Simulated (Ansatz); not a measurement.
**CH₈BInSi: a ladder of functionals and wavefunction methods**

One table from this session's results is given with a row withheld; the runs are named, their logs left out.

Program: Ansatz 0.2.0, Gaussian basis. Level of theory: functionals in def2-TZVPP, the program's frozen cores in correlated methods. These are calculated values, not measurements.

Levels to be run: LDA (SPW92), PBE-D4, revPBE-D4, BLYP-D4, r2SCAN-D4, B97M-V, PBE0-D4, B3LYP-D4, r2SCANh-D4, r2SCAN0-D4, HSE06-D4, BHLYP-D4, CAM-B3LYP-D4, LC-ωPBE, ωB97X-V, ωB97M-V, B2PLYP, PBE-QIDH; CCSD(T)/def2-SVP; CCSD(T)/def2-TZVPP; MP2/def2-QZVPP; extrapolation to the limit; RPA on PBE.

### The geometry

An earlier PBE0-D4 in a triple-zeta def2 set relaxation fixed the geometry. In takes the def2 core potential; no spin-orbit term is included.

SMILES `[SiH3]B[CH2][InH2]`, 12 atoms, charge 0, spin multiplicity 1.

Atoms are counted from 1 here; the program's logs count them from 0.

Bond lengths: Si1–B2 2.021 Å, Si1–H5 1.541 Å, Si1–H6 1.488 Å, Si1–H7 1.485 Å, B2–C3 1.483 Å, B2–H8 1.199 Å, C3–In4 2.331 Å, C3–H9 1.090 Å, C3–H10 1.090 Å, In4–H11 1.711 Å, In4–H12 1.712 Å. Angles: B2–Si1–H5 103.9°, B2–Si1–H6 116.5°, B2–Si1–H7 118.8°, H5–Si1–H6 102.1°, H5–Si1–H7 103.1°, H6–Si1–H7 109.8°, Si1–B2–C3 116.6°, Si1–B2–H8 120.2°, C3–B2–H8 121.7°, B2–C3–In4 81.0°, B2–C3–H9 123.2°, B2–C3–H10 121.9°, In4–C3–H9 95.7°, In4–C3–H10 110.0°, H9–C3–H10 112.5°, C3–In4–H11 124.2°, C3–In4–H12 106.3°, H11–In4–H12 128.0°.

The first run:

File in.yaml:

```yaml
crystal:
  periodic: [false, false, false]
  atoms:
    - {symbol: Si, position_ang: [-0.870945, 1.439674, -0.081450]}
    - {symbol: B, position_ang: [-0.974033, -0.551376, -0.409466]}
    - {symbol: C, position_ang: [0.201087, -1.178759, -1.061310]}
    - {symbol: In, position_ang: [1.180657, -0.590323, 0.970237]}
    - {symbol: H, position_ang: [0.367748, 1.601756, 0.821562]}
    - {symbol: H, position_ang: [-0.516516, 2.287867, -1.251794]}
    - {symbol: H, position_ang: [-1.948722, 2.092026, 0.705149]}
    - {symbol: H, position_ang: [-1.825380, -1.207042, 0.121578]}
    - {symbol: H, position_ang: [0.903152, -0.625720, -1.685040]}
    - {symbol: H, position_ang: [0.271060, -2.256481, -1.209953]}
    - {symbol: H, position_ang: [0.496734, -0.931559, 2.501476]}
    - {symbol: H, position_ang: [2.792158, -0.134963, 0.613210]}
basis:
  gaussian: {orbitals: def2-TZVPP}
hamiltonian: {xc: lda}
output: {orbitals: {seedname: orbitals}}
```

Among the steps run: LDA; PBE-D4 (GGA); revPBE-D4 (GGA); BLYP-D4 (GGA); r2SCAN-D4 (meta-GGA); B97M-V (meta-GGA); PBE0-D4 (hybrid); B3LYP-D4 (hybrid); r2SCANh-D4 (hybrid); r2SCAN0-D4 (hybrid); HSE06-D4 (hybrid); BHLYP-D4 (hybrid); CAM-B3LYP-D4 (range-separated); LC-ωPBE (range-separated); ωB97X-V (range-separated); ωB97M-V (range-separated); B2PLYP (double hybrid); PBE-QIDH (double hybrid).

One table of the session follows, with a row left open; its other results are not shown here.

It belongs to the step «Frontier levels by functional». 

| functional | HOMO (eV) | LUMO (eV) | gap (eV) |
| --- | --- | --- | --- |
| LDA (SPW92) | -6.69 | -2.59 | 4.10 |
| PBE-D4 | -6.58 | -2.37 | 4.22 |
| revPBE-D4 | -6.53 | -2.27 | 4.26 |
| BLYP-D4 | -6.42 | -2.22 | 4.19 |
| r2SCAN-D4 | -6.77 | -2.15 | 4.63 |
| B97M-V | -6.85 | -2.29 | 4.57 |
| PBE0-D4 | -7.61 | -1.58 | 6.04 |
| B3LYP-D4 | -7.39 | -1.76 | 5.63 |
| r2SCANh-D4 | -7.16 | -1.86 | 5.30 |
| r2SCAN0-D4 | ? | ? | ? |
| HSE06-D4 | -7.22 | -1.94 | 5.28 |
| BHLYP-D4 | -8.47 | -0.74 | 7.73 |
| CAM-B3LYP-D4 | -8.83 | -0.62 | 8.21 |
| LC-ωPBE | -10.15 | 0.42 | 10.57 |
| ωB97X-V | -9.81 | 0.33 | 10.13 |
| ωB97M-V | -9.71 | 0.07 | 9.78 |

Estimate the missing values for r2SCAN0-D4.

Worked estimate for «HOMO (eV)». Against the share of exact exchange, r2SCAN-D4 (0, -6.77), r2SCANh-D4 (0.1, -7.16) give a slope of -3.90 per unit share; at 0.25 the line stands at -7.74.

As computed: HOMO (eV): -7.75; LUMO (eV): -1.45; gap (eV): 6.30. In «HOMO (eV)» the line misses by +0.01.
